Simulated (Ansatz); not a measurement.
# C2H8Si: the cost of one run

The runs use Ansatz 0.2.0, Gaussian basis; PBE0-D4/def2-TZVP structures, single points in def2-TZVPP, no counterpoise correction.

Levels: SPW92, PBE-D4, BLYP-D4, r2SCAN-D4, B97M-V, PBE0-D4, B3LYP-D4, r2SCAN0-D4, BHLYP-D4, CAM-B3LYP-D4, wB97X-V, wB97M-V, B2PLYP, PBE-QIDH, RPA on PBE, Hartree-Fock, MP2, CCSD, CCSD(T).

Cores are frozen in the correlated methods. Filled d shells of the heavier atoms are correlated. B3LYP uses VWN-RPA correlation. B2PLYP carries no dispersion term here.

94 further runs of the same task are left out: 94 set aside as unsound or not needed.

### Step 1. The starting structure

The complex: 13 atoms, charge 0, spin multiplicity 1.

Atoms are counted from 1 here; the program's logs count them from 0.

Bond lengths: Si1–C2 1.868 Å, Si1–H3 1.502 Å, Si1–H4 1.490 Å, Si1–C5 1.868 Å, C2–H8 1.093 Å, C2–H9 1.093 Å, C2–H10 1.092 Å, C5–H11 1.093 Å, C5–H12 1.092 Å, C5–H13 1.093 Å, H6–Br7 1.430 Å. Angles: C2–Si1–H3 108.8°, C2–Si1–H4 110.4°, C2–Si1–C5 112.2°, H3–Si1–H4 106.0°, H3–Si1–C5 108.8°, H4–Si1–C5 110.4°, Si1–C2–H8 110.8°, Si1–C2–H9 110.6°, Si1–C2–H10 111.2°, H8–C2–H9 108.0°, H8–C2–H10 108.1°, H9–C2–H10 108.0°, Si1–C5–H11 110.8°, Si1–C5–H12 111.2°, Si1–C5–H13 110.6°, H11–C5–H12 108.1°, H11–C5–H13 108.0°, H12–C5–H13 108.0°.

Geometry (Å):

| atom | x (Å) | y (Å) | z (Å) |
| --- | --- | --- | --- |
| Si1 | 0.03122 | -0.82955 | 0.23944 |
| C2 | 0.97336 | 0.37649 | 1.31019 |
| H3 | -1.43011 | -0.73055 | 0.57085 |
| H4 | 0.42995 | -2.22910 | 0.55759 |
| C5 | 0.25934 | -0.48437 | -1.58196 |
| H6 | -2.19605 | 0.94505 | 0.26015 |
| Br7 | -2.50818 | 2.30198 | -0.06774 |
| H8 | 0.65004 | 1.40203 | 1.11518 |
| H9 | 2.04565 | 0.31520 | 1.10776 |
| H10 | 0.81766 | 0.16695 | 2.37074 |
| H11 | -0.07623 | 0.52572 | -1.82978 |
| H12 | -0.30933 | -1.19039 | -2.19114 |
| H13 | 1.31258 | -0.56936 | -1.86127 |

Its parts: C₂H₈Si holds atoms 1, 2, 3, 4, 5, 8, 9, 10, 11, 12, 13; HBr holds atoms 6, 7. Each part counts its atoms afresh in its own runs.

### Step 2. Relaxing C₂H₈Si alone

relax-a/in.yaml reads:

```yaml
crystal:
  periodic: [false, false, false]
  atoms:
    - {symbol: Si, position_ang: [0.031220, -0.829552, 0.239442]}
    - {symbol: C, position_ang: [0.973357, 0.376493, 1.310189]}
    - {symbol: H, position_ang: [-1.430112, -0.730551, 0.570846]}
    - {symbol: H, position_ang: [0.429947, -2.229103, 0.557588]}
    - {symbol: C, position_ang: [0.259341, -0.484373, -1.581963]}
    - {symbol: H, position_ang: [0.650045, 1.402035, 1.115175]}
    - {symbol: H, position_ang: [2.045651, 0.315195, 1.107756]}
    - {symbol: H, position_ang: [0.817656, 0.166952, 2.370745]}
    - {symbol: H, position_ang: [-0.076226, 0.525721, -1.829784]}
    - {symbol: H, position_ang: [-0.309329, -1.190390, -2.191138]}
    - {symbol: H, position_ang: [1.312585, -0.569360, -1.861270]}
basis:
  gaussian: {orbitals: def2-TZVP}
hamiltonian: {xc: pbe0, dispersion: d4}
relax: {f_tol: 0.005, max_steps: 200}
```

Run with:

```
$ ansatz run in.yaml --threads 8 --pin off --events-out ev --progress --plain --max-ram 19148MiB
```

**Question.** How long does this run take on 8 threads of Arm Neoverse V2, shared host?

About 3.7 s.
